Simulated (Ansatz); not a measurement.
# VSb2Te4: from the start to rest

Wanted: the geometry at rest of VSb2Te4 (a known structure type filled with other elements, at an estimated volume), relaxing cell and atoms, and its electronic structure there.

All numbers below are computed with Ansatz 0.2.0 (DFT, PBEsol, no spin polarisation, plane waves, PAW).

The structure is trigonal, space group R-3m (No. 166). Conventional cell: a = 4.218 Å, b = 4.218 Å, c = 40.811 Å, α = 90.00°, β = 90.00°, γ = 120.00°. Sb (site symmetry 3m) has 6 Te at 3.11 to 3.16 Å as nearest neighbours. Te (site symmetry 3m) has 3 Te at 2.96 Å and 3 Sb at 3.11 Å as nearest neighbours. V (site symmetry -3m) is surrounded by 6 Te at 3.16 Å. Around Te (site symmetry 3m) lie 3 V at 3.16 Å and 3 Sb at 3.16 Å.

As a file:

```xyz
7
Lattice="4.2181 0.0000 0.0000 -2.1091 3.6530 0.0000 -2.1091 1.2177 13.6037" Properties=species:S:1:pos:R:3 pbc="T T T"
Sb    0.0000    2.4353    4.0267
Sb    0.0000    2.4353    9.5770
Te   -2.1091    3.6530    5.9584
Te    2.1091    1.2177    7.6453
V     0.0000    0.0000    0.0000
Te   -2.1091    3.6530   11.5904
Te    2.1091    1.2177    2.0133
```

It starts from an earlier solution of the starting cell (checkpoint.read).

The structure above is the start of the run; the results belong to its end.

| quantity | value |
| --- | --- |
| moves | 11 |
| energy gained | 376.2 meV/atom |
| largest move | 0.67 Å (Te) |
| space group (0.01 Å), before / after | R-3m / R-3m |
| cell | a = 3.779 Å, b = 3.779 Å, c = 15.513 Å, α = 83.00°, β = 97.00°, γ = 120.00° |
| volume | 27.14 Å³/atom (-9.4 %) |
| pressure at the end | 0.02 GPa |
| formation energy (elements from separate runs) | -0.02 eV/atom |
| character | metal |
| density of states, mean within 0.25 eV of the Fermi level | 3.4 per eV per cell |
| Bader charges | Sb +0.31, Te -0.58 to -0.21, V +0.97 e |

**Reading.** The volume shrank by 9.4 %, and the largest move of an atom is 0.67 Å apart from the change of the cell; the energy fell by 376.2 meV per atom. The shape changed more than that tells: the edges moved by -10, -10, +12 %. With 12 symmetry operations imposed, the end may be a saddle point towards distortions that break them. The cell is metallic; within 0.25 eV of the Fermi level the density of states averages 3.4 per eV per cell, mostly V d (58 %), Te p (19 %) and Sb p (16 %). Against the elements' reference phases (Sb A7 rhombohedral, Te trigonal tellurium, V bcc; separate runs with the same functional) the formation energy is -0.02 eV per atom, too near zero to call. By Bader's partition V gives up most (+0.97 e) and Te takes most (-0.40 e).

Limits of this run: no spin polarisation, so a magnetic state may lie lower; the k mesh is coarse for a cell without a gap.

**Question.** Which input and command would start the first run of this session?

The input that was used; it is not the only one that fits:

Contents of input.yaml:

```yaml
crystal:
  lattice:
    - [4.21812936, 0.0, 0.0]
    - [-2.10906418, 3.65300763, 0.0]
    - [-2.10906418, 1.21766921, 13.60371044]
  atoms:
    - { symbol: Sb, position: [0.432, 0.568, 0.296] }
    - { symbol: Sb, position: [0.568, 0.432, 0.704] }
    - { symbol: Te, position: [0.146, 0.854, 0.438] }
    - { symbol: Te, position: [0.854, 0.146, 0.562] }
    - { symbol: V, position: [0.0, 0.0, 0.0] }
    - { symbol: Te, position: [0.284, 0.716, 0.852] }
    - { symbol: Te, position: [0.716, 0.284, 0.148] }
  symmetry: { tolerance: 0.0003 }
kpoints:
  mp_grid: { grid: [6, 6, 6], shift: [0, 0, 0] }
magnetization:
  spin_polarized: false
scf:
  occupations: { method: fermi_dirac, width: 0.0724 }
  lower_state_search: "off"
hamiltonian:
  pseudopotentials: { kind: paw }
  xc: pbesol
basis:
  ecutwfc: 420
  fft_grid_basis: typed
relax:
  max_steps: 40
  cell: { p_target: 0.0 }
output:
  forces: true
  stress: true
  eigenvalues: true
  bader: true
  populations: true
  elf: true
  write_potential: true
  volumetric_format: npy
  dos:
    e_range: [-12, 8]
    de: 0.05
    projected: { site_lists: { Sb: [Sb], Te: [Te], V: [V] } }
  write_density: true
checkpoint:
  read: saved_state
```

The run is started by

```console
ansatz run input.yaml --threads 2 --pin off --max-ram 2560MiB --backend cpu --events-out ev --progress --plain --runs-dir out
```
